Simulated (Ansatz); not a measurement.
B2BrH4N, SMILES BNBBr, a rigid scan of one bond length

Computed with the Ansatz DFT code, driven from Python.

Input file `b2brh4n.xyz`:
```text
8

B     1.32250    0.02660    0.01110
N    -0.00160    0.17580    0.74900
B    -1.12010    0.03440   -0.27430
Br   -2.52250    1.45250   -0.41220
H     1.67770    0.86030   -0.74850
H     1.98290   -0.94280    0.16020
H    -0.08820   -0.63650    1.40030
H    -1.25060   -0.97040   -0.88570
```

Notebook, run cell by cell (the value of a cell's last expression is shown):

In [1]:
```python
import ansatz as az
import matplotlib.pyplot as plt
import numpy as np
```

In [2]:
```python
SETTINGS = {
    'basis_set': 'def2-SVP',
    'xc': 'HF',
}
```

In [3]:
```python
b2brh4n = az.Crystal.molecule_from_extxyz('b2brh4n.xyz')
```

In [4]:
```python
symbols = [site.symbol for site in b2brh4n.cartesian_sites]
start = np.array([site.position_ang for site in b2brh4n.cartesian_sites])
axis = (start[2] - start[1]) / np.linalg.norm(start[2] - start[1])
moving = [2, 3, 7]
lengths, energies = [1.34, 1.401, 1.462, 1.523, 1.583, 1.644, 1.705, 1.797], []
for length in lengths:
    xyz = start.copy()
    xyz[moving] += (length - np.linalg.norm(start[2] - start[1])) * axis
    point = az.Crystal.molecule()
    for symbol, place in zip(symbols, xyz):
        point = point.atom(symbol, place.tolist())
    base = point.calculation().basis(gaussian=SETTINGS['basis_set']).functional(SETTINGS['xc'])
    report = base.run(threads=1, backend='cpu').report
    energies.append(report['free_energy_ev'])
    print(f'r = {length:6.3f} A  E = {energies[-1]:.5f} eV  <S^2> = {abs(report["mean_field"]["state"]["spin_squared"]):.3f}')

# quartic fit about the minimum
fit = np.polynomial.Polynomial.fit(lengths, np.array(energies) - min(energies), 4).convert()
roots = [r.real for r in fit.deriv().roots() if abs(r.imag) < 1e-9 and fit.deriv(2)(r.real) > 0]
r_e = min(roots, key=lambda r: abs(r - lengths[int(np.argmin(energies))]))
print(f'minimum of the fit at {r_e:.4f} A, force constant {fit.deriv(2)(r_e):.2f} eV/A^2')
plt.figure(figsize=(4.5, 3))
plt.plot(lengths, np.array(energies) - min(energies), 'o-')
plt.xlabel('bond length (A)')
plt.ylabel('E - E(min) (eV)')
plt.tight_layout()
plt.savefig('scan.png', dpi=100)
```
```text
r =  1.340 A  E = -72877.76737 eV  <S^2> = 0.000
r =  1.401 A  E = -72877.98101 eV  <S^2> = 0.000
r =  1.462 A  E = -72878.02734 eV  <S^2> = 0.000
r =  1.523 A  E = -72877.95241 eV  <S^2> = 0.000
r =  1.583 A  E = -72877.79375 eV  <S^2> = 0.000
r =  1.644 A  E = -72877.57145 eV  <S^2> = 0.000
r =  1.705 A  E = -72877.30689 eV  <S^2> = 0.000
r =  1.797 A  E = -72876.85890 eV  <S^2> = 0.000
minimum of the fit at 1.4522 A, force constant 34.48 eV/A^2
```

Total energies depend on the basis set; only differences at equal settings carry meaning. The rest of the molecule is held rigid at a force-field or estimated start geometry, and the basis set is modest; single-reference methods fail as a bond breaks. Hartree-Fock leaves correlation out, so bond, atomisation and ionisation energies come out well too low. The orbitals are restricted, so S² is zero by construction. Run time: 11 s on 1 thread of Arm Neoverse V1, on a shared host, peak memory 0.27 GiB.
